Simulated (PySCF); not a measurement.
# CH7BOSi: electronic excitations and core binding energies

What electronic excitations and core binding energies should CH7BOSi (`BC[SiH2]O`) show?

Computed with PySCF 2.14.0, with density-fitted response routines of our own, on a single molecule in the gas phase. Atoms count from 0, in the outputs and in this text.

**1. Starting geometry**

11 atoms, charge 0, multiplicity 1; geometry from: GFN2-xTB.

Bonds of the start (Å): B0–C1 1.54, C1–Si2 1.92, Si2–O3 1.63, B0–H4 1.17, B0–H5 1.17, C1–H6 1.09, C1–H7 1.09, Si2–H8 1.47, Si2–H9 1.46, O3–H10 0.95.

**2. Excited states and response: B3LYP/def2-SVPD**

What the job is given:

```
{"job": {"kind": "uv", "xc": "B3LYP", "basis": "def2-SVPD", "nstates": 8, "ntriplets": 3}, "charge": 0, "multiplicity": 1}
B     -1.495806     0.500746    -0.322222
C     -0.666720    -0.532687     0.464442
Si     1.116567    -0.484520    -0.253084
O      1.792691     0.984098    -0.089843
H     -1.520525     1.624828     0.016852
H     -2.061336     0.193912    -1.301334
H     -0.569529    -0.312501     1.526925
H     -1.014001    -1.558276     0.364042
H      1.104903    -0.882656    -1.663539
H      2.004460    -1.317266     0.550279
H      1.314720     1.786991    -0.278561
```

Method: TDDFT B3LYP/def2-SVPD, vertical, gas phase, core orbitals frozen in the response.

The run is started by

```
$ OMP_NUM_THREADS=1 python probes_run.py task.json out
```

One launch serves the whole session: the jobs run in the order shown.

Output:

```text
coarse grid: 9224 points
cycle   1  E = -431.5566826977  dE =  1.769e-01  |g| = 7.800e-01  |ddm| = 3.936e+00
cycle   2  E = -431.3380185620  dE =  2.187e-01  |g| = 1.306e+00  |ddm| = 1.831e+00
cycle   3  E = -431.6763629409  dE = -3.383e-01  |g| = 1.260e-01  |ddm| = 1.137e+00
cycle   4  E = -431.6795289345  dE = -3.166e-03  |g| = 5.146e-02  |ddm| = 1.910e-01
cycle   5  E = -431.6802148407  dE = -6.859e-04  |g| = 7.904e-03  |ddm| = 6.045e-02
cycle   6  E = -431.6802325844  dE = -1.774e-05  |g| = 2.025e-03  |ddm| = 1.500e-02
cycle   7  E = -431.6802338399  dE = -1.256e-06  |g| = 3.992e-04  |ddm| = 3.665e-03
final grid: 83160 points
cycle   8  E = -431.7468433910  dE = -2.272e-05  |g| = 3.791e-03  |ddm| = 5.095e-02
cycle   9  E = -431.7468403853  dE =  3.006e-06  |g| = 5.157e-03  |ddm| = 9.225e-03
cycle  10  E = -431.7468472964  dE = -6.911e-06  |g| = 4.632e-04  |ddm| = 5.370e-03
cycle  11  E = -431.7468473358  dE = -3.945e-08  |g| = 1.809e-04  |ddm| = 6.154e-04
cycle  12  E = -431.7468473417  dE = -5.940e-09  |g| = 4.257e-05  |ddm| = 1.898e-04
cycle  13  E = -431.7468473422  dE = -4.640e-10  |g| = 6.740e-06  |ddm| = 7.059e-05
converged SCF energy = -431.7468473422

Static polarisability (au): isotropic 57.481, principal 52.386 53.945 66.112

Singlet excitations
state   eV       nm        f      main configurations
  1   5.6781    218.4   0.04977   H->L 0.89
  2   5.8448    212.1   0.00039   H-2->L 0.93
  3   5.9132    209.7   0.00753   H-1->L 0.83
  4   6.8414    181.2   0.02957   H-3->L 0.90
  5   7.5239    164.8   0.02924   H->L+1 0.85
  6   7.6204    162.7   0.00857   H-4->L 0.91
  7   7.8338    158.3   0.00851   H-1->L+1 0.88
  8   8.0203    154.6   0.01472   H->L+2 0.84, H-5->L 0.10

Triplet excitations (Tamm-Dancoff, eV): 5.0102 5.2499 5.6801
```

It took 20 s on 1 thread of Arm Neoverse N1, shared host; peak memory 0.56 GiB.

The orbitals next to the gap, with their largest atomic shares:

| orbital | eV | atoms |
| --- | --- | --- |
| HOMO−3 | -9.85 | O3 30 %, C1 25 %, B0 21 % |
| HOMO−2 | -9.08 | B0 37 %, H4 19 %, H5 19 % |
| HOMO−1 | -8.71 | O3 24 %, Si2 22 %, H9 18 % |
| HOMO | -8.43 | O3 28 %, C1 28 %, Si2 18 % |
| LUMO | -1.80 | B0 45 %, C1 14 %, Si2 11 % |
| LUMO+1 | 0.11 | B0 28 %, O3 22 %, Si2 15 % |
| LUMO+2 | 0.52 | Si2 21 %, B0 20 %, H7 12 % |

With each of the 8 states as a Gaussian band of 0.4 eV half-width at 1/e, the curve within the window shown has maxima at 217 nm (ε 2,300), 179 nm (ε 1,300), 162 nm (ε 2,000) L/(mol cm). Beyond the last state computed it falls off for lack of states. The curve at chosen wavelengths:

| nm | ε (L/mol/cm) |
| --- | --- |
| 149 | 457 |
| 153 | 1017 |
| 157 | 1592 |
| 160 | 1889 |
| 164 | 1935 |
| 168 | 1617 |
| 172 | 1311 |
| 176 | 1259 |
| 179 | 1292 |
| 183 | 1208 |
| 187 | 933 |
| 191 | 629 |
| 195 | 482 |
| 198 | 535 |
| 202 | 825 |
| 206 | 1293 |
| 210 | 1792 |
| 214 | 2150 |
| 217 | 2252 |
| 221 | 2140 |
| 225 | 1807 |
| 229 | 1371 |
| 233 | 945 |
| 236 | 674 |
| 240 | 401 |
| 244 | 222 |

Ground-state properties from the same run:

| property | computed |
| --- | --- |
| dipole moment (D) | 0.84 |
| polarisability (Å³) | 8.52 |
| HOMO–LUMO gap (eV) | 6.63 |
| −ε(HOMO) (eV) | 8.43 |

**3. X-ray photoelectron lines: SCAN, X2C**

The job, as its differences from that of step 2:

```diff
@@ -1,2 +1,2 @@
-{"job": {"kind": "uv", "xc": "B3LYP", "basis": "def2-SVPD", "nstates": 8, "ntriplets": 3}, "charge": 0, "multiplicity": 1}
+{"job": {"kind": "xps"}, "charge": 0, "multiplicity": 1}
 B     -1.495806     0.500746    -0.322222
```

Level: delta-SCF UKS SCAN, pcX-2 on the ionised atom, pcseg-1 elsewhere, spin-free X2C.

Output:

```text
ground state, core basis on atom 0 (B), 126 functions
  cycle   1  E = -432.29910768  |g| = 7.67e-01
  cycle   2  E = -432.07555475  |g| = 1.30e+00
  cycle   3  E = -432.41788310  |g| = 1.57e-01
  cycle   4  E = -432.42319205  |g| = 5.20e-02
  cycle   5  E = -432.42392504  |g| = 1.08e-02
  cycle   6  E = -432.42395567  |g| = 3.27e-03
  cycle   7  E = -432.42395866  |g| = 1.08e-03
  cycle   8  E = -432.42395970  |g| = 1.55e-04
  E(ground) = -432.46215727 Eh
hole in B 1s of atom 0
  cycle   1  E = -424.81758760  |g| = 1.15e+00
  cycle   2  E = -422.92303122  |g| = 1.91e+00
  cycle   3  E = -424.98865471  |g| = 6.83e-01
  cycle   4  E = -425.19622905  |g| = 2.48e-01
  cycle   5  E = -425.20839757  |g| = 1.79e-01
  cycle   6  E = -425.22759823  |g| = 5.28e-02
  cycle   7  E = -425.22933706  |g| = 2.24e-02
  cycle   8  E = -425.22977691  |g| = 1.09e-02
  cycle   9  E = -425.23000789  |g| = 8.47e-03
  cycle  10  E = -425.23012260  |g| = 5.60e-03
  cycle  11  E = -425.23017452  |g| = 2.29e-03
  cycle  12  E = -425.23018007  |g| = 1.07e-03
  cycle  13  E = -425.23018209  |g| = 2.15e-04
  E(ion) = -425.26815774 Eh   <S^2> = 0.9311   hole on atom = 1.000   binding energy = 195.759 eV
ground state, core basis on atom 1 (C), 126 functions
  cycle   1  E = -432.43294580  |g| = 5.67e-02
  cycle   2  E = -432.43292603  |g| = 1.62e-02
  cycle   3  E = -432.43291518  |g| = 1.74e-02
  cycle   4  E = -432.43299757  |g| = 1.41e-03
  cycle   5  E = -432.43299801  |g| = 2.57e-04
  E(ground) = -432.46982412 Eh
hole in C 1s of atom 1
  cycle   1  E = -421.20615480  |g| = 1.51e+00
  cycle   2  E = -420.59322441  |g| = 1.77e+00
  cycle   3  E = -421.72549164  |g| = 3.60e-01
  cycle   4  E = -421.75451968  |g| = 2.47e-01
  cycle   5  E = -421.77678774  |g| = 5.29e-02
  cycle   6  E = -421.77780351  |g| = 5.35e-03
  cycle   7  E = -421.77782011  |g| = 2.76e-03
  cycle   8  E = -421.77782427  |g| = 7.98e-04
  cycle   9  E = -421.77782578  |g| = 3.78e-04
  E(ion) = -421.81251459 Eh   <S^2> = 0.7665   hole on atom = 1.000   binding energy = 290.000 eV
ground state, core basis on atom 2 (Si), 137 functions
  cycle   1  E = -432.53503346  |g| = 2.89e-01
  cycle   2  E = -432.53511207  |g| = 4.92e-02
  cycle   3  E = -432.53510837  |g| = 3.94e-02
  cycle   4  E = -432.53538937  |g| = 8.29e-03
  cycle   5  E = -432.53540582  |g| = 1.21e-03
  cycle   6  E = -432.53540574  |g| = 2.62e-04
  E(ground) = -432.53118999 Eh
hole in Si 1s of atom 2
  cycle   1  E = -363.59248115  |g| = 4.35e+00
  cycle   2  E = -363.74903585  |g| = 2.12e+00
  cycle   3  E = -364.30548570  |g| = 7.83e-01
  cycle   4  E = -364.59588656  |g| = 3.30e-01
  cycle   5  E = -364.63464680  |g| = 1.35e-01
  cycle   6  E = -364.64173674  |g| = 3.64e-02
  cycle   7  E = -364.64216671  |g| = 1.79e-02
  cycle   8  E = -364.64234535  |g| = 3.50e-03
  cycle   9  E = -364.64235251  |g| = 7.20e-04
  cycle  10  E = -364.64235291  |g| = 1.47e-04
  E(ion) = -364.64510137 Eh   <S^2> = 0.7520   hole on atom = 1.000   binding energy = 1847.275 eV
hole in Si 2p of atom 2
  cycle   1  E = -428.25272971  |g| = 1.24e+00
  cycle   2  E = -428.14974026  |g| = 1.09e+00
  cycle   3  E = -428.52268863  |g| = 3.00e-01
  cycle   4  E = -428.56396408  |g| = 1.18e-01
  cycle   5  E = -428.56832962  |g| = 4.74e-02
  cycle   6  E = -428.56927384  |g| = 1.45e-02
  cycle   7  E = -428.56937225  |g| = 4.78e-03
  cycle   8  E = -428.56938506  |g| = 7.17e-04
  cycle   9  E = -428.56938500  |g| = 1.60e-04
  E(ion) = -428.57536027 Eh   <S^2> = 0.7514   hole on atom = 1.002   binding energy = 107.644 eV
  2p3/2 = 107.397 eV   2p1/2 = 108.022 eV
ground state, core basis on atom 3 (O), 126 functions
  cycle   1  E = -432.46459285  |g| = 9.82e-02
  cycle   2  E = -432.46422335  |g| = 6.00e-02
  cycle   3  E = -432.46435332  |g| = 5.55e-02
  cycle   4  E = -432.46487003  |g| = 4.94e-03
  cycle   5  E = -432.46487811  |g| = 7.29e-04
  cycle   6  E = -432.46487820  |g| = 1.91e-04
  E(ground) = -432.49948543 Eh
hole in O 1s of atom 3
  cycle   1  E = -411.85957117  |g| = 2.22e+00
  cycle   2  E = -410.93725130  |g| = 2.32e+00
  cycle   3  E = -412.56776939  |g| = 4.60e-01
  cycle   4  E = -412.64091381  |g| = 2.02e-01
  cycle   5  E = -412.66440347  |g| = 7.43e-02
  cycle   6  E = -412.66720653  |g| = 1.85e-02
  cycle   7  E = -412.66738707  |g| = 5.85e-03
  cycle   8  E = -412.66740882  |g| = 1.23e-03
  cycle   9  E = -412.66741025  |g| = 4.36e-04
  E(ion) = -412.70277925 Eh   <S^2> = 0.7609   hole on atom = 1.000   binding energy = 538.696 eV
```

Run time: 53 s. Hardware: 1 thread of Arm Neoverse N1, shared host; peak memory 0.46 GiB.

Binding energies by hole, beside the orbital energy of the ground state; the difference holds orbital relaxation and, for a density functional, its self-interaction error:

```
       hole  stands for                  environment  ΔSCF (eV; 2p as the shell's mean)  −ε (eV)   ⟨S²⟩
  B1s on B0          B0       boron bonded to C, 2 H                  195.76 (doubtful)    180.1  0.931
  C1s on C1          C1   sp3 CH2 bonded to B and Si                             290.00    273.1  0.766
Si1s on Si2         Si2  silicon bonded to C, O, 2 H                            1847.27   1793.8  0.752
Si2p on Si2         Si2  silicon bonded to C, O, 2 H                             107.60     96.6  0.751
  O1s on O3          O3       oxygen bonded to Si, H                             538.70    516.7  0.761
```

Doubtful: the ion did not converge, its hole moved, or its ⟨S²⟩ is well above 0.75.

With the spin-orbit splitting: Si2 2p3/2 107.40, 2p1/2 108.02 eV. The table gives each 2p level as the mean over the whole 2p shell (two parts 2p3/2, one part 2p1/2), which differs a little from the single hole in the log.

**4. Summary of results**

```
                         quantity                        value
 lowest singlet (B3LYP/def2-SVPD)  5.68 eV (218 nm), f = 0.050
                   lowest triplet                      5.01 eV
 C1s binding energies, SCAN/pcX-2                 C1 290.00 eV
Si1s binding energies, SCAN/pcX-2               Si2 1847.27 eV
Si2p binding energies, SCAN/pcX-2                Si2 107.60 eV
 O1s binding energies, SCAN/pcX-2                 O3 538.70 eV
```

What this shows: The lowest singlet, at 5.68 eV, is HOMO→LUMO 0.89 and is weak. The lowest triplet lies 0.67 eV below the lowest singlet (triplets in Tamm-Dancoff, singlets in full TDDFT).
